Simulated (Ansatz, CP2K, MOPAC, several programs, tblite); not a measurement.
## Sn3PbSe4 (ordering on rocksalt) from semi-empirical methods to plane-wave DFT

Sn3PbSe4, ordered on the rocksalt lattice (I4/mmm) with 8 atoms a cell, relaxed with r2SCAN in Ansatz, was computed with several methods. Space group I4/mmm (No. 139), tetragonal; a = 6.063 Å, c = 12.120 Å in the conventional setting, 27.84 Å³ an atom. Around Sn lie 6 Se at 3.03 Å; around Se lie 4 Sn at 3.03 Å and 2 Pb at 3.03 Å; around Sn lie 6 Se at 2.99–3.03 Å; around Se lie 5 Sn at 2.99–3.03 Å and 1 Pb at 3.07 Å; around Pb lie 6 Se at 3.03–3.07 Å. (Calculated; spin-unpolarised; the phase may be known or hypothetical.)

```
Sn Se Pb
1.0
    -3.03138    3.03138    6.05997
     3.03138   -3.03138    6.05997
     3.03138    3.03138   -6.05997
Sn Se Pb
3 4 1
Cartesian
  0.0000 3.0314 3.0300
  0.0000 0.0000 0.0000
  3.0314 0.0000 3.0300
  0.0000 3.0314 0.0000
  0.0000 0.0000 9.1344
  3.0314 0.0000 0.0000
  0.0000 0.0000 2.9856
  0.0000 0.0000 6.0600
```

Gaps and times are for a single point on this cell; volume and bulk modulus come from each method's own relaxation or energy curve at fixed shape, which is too stiff where a cell has free coordinates or axes. Times are rough, from shared hosts (Arm Neoverse V2), and each method has its own mesh and cell size. A double dagger marks a value from a curve with shape and coordinates held. The energy curve of PM7 (MOPAC) is jagged, so its SCF state, and with it the gap, is in doubt. PM6 (MOPAC), PM7 (MOPAC), GFN1-xTB (tblite), GFN2-xTB (tblite) treat a cluster of cells at its zone centre, which samples few k points: where these miss a band edge, the gap comes out too large for that reason alone. Gaps from k meshes are read at a limited set of points (mesh, symmetry points, PBE's band edges), so each method's own least gap may be somewhat smaller. xTB and the PM methods were fitted mostly to molecules, and can miss a solid's gap by electronvolts. Minimal bases can be far off for gaps. Curves at held shape can't give the bulk modulus of a layered or molecular crystal, so none is listed. d marks a direct gap, i an indirect one (no mark: not told apart), a dash a value that wasn't computed or didn't pass its checks.

| method | kind | gap (eV) | own volume (Å³/atom) | bulk modulus (GPa) | atoms computed | processor time |
| --- | --- | --- | --- | --- | --- | --- |
| GFN1-xTB (tblite) | tight binding | 0.03 | – | – | 64 | 3 s |
| light PBE (260 eV, its own mesh) | light plane-wave | 0.02 | – | – | 8 | 4.6 s |
| GFN2-xTB (tblite) | tight binding | 2.31 | – | – | 64 | 8.2 s |
| PM6 (MOPAC) | semi-empirical | 2.74 | – | – | 64 | 11 s |
| PM7 (MOPAC) | semi-empirical | 3.64 | – | – | 64 | 20 s |
| PBE/SZV (CP2K) | small basis | 0 | 30.31‡ | – | 8 | 24 s |
| PBE | semilocal | 0.02 | 28.40 | – | 8 | 30 s |
| PBE/DZVP (CP2K) | small basis | 0.01 | 28.65‡ | – | 8 | 46 s |
| r2SCAN | semilocal | 0.04 i | 27.84 | – | 8 | 63 s |

Volumes against r2SCAN's: PBE +2.0 %.

With PBE the bands overlap or touch, or nearly. Semilocal functionals can close a real gap, so this doesn't show a metal; small gaps of other methods may in turn close between the points read or with spin-orbit coupling, and the solid may be a semimetal.

Spin-orbit coupling is left out; in compounds of Pb, Bi, Tl or Hg it can lower a gap by up to about 1 eV, split its edges or invert the bands.
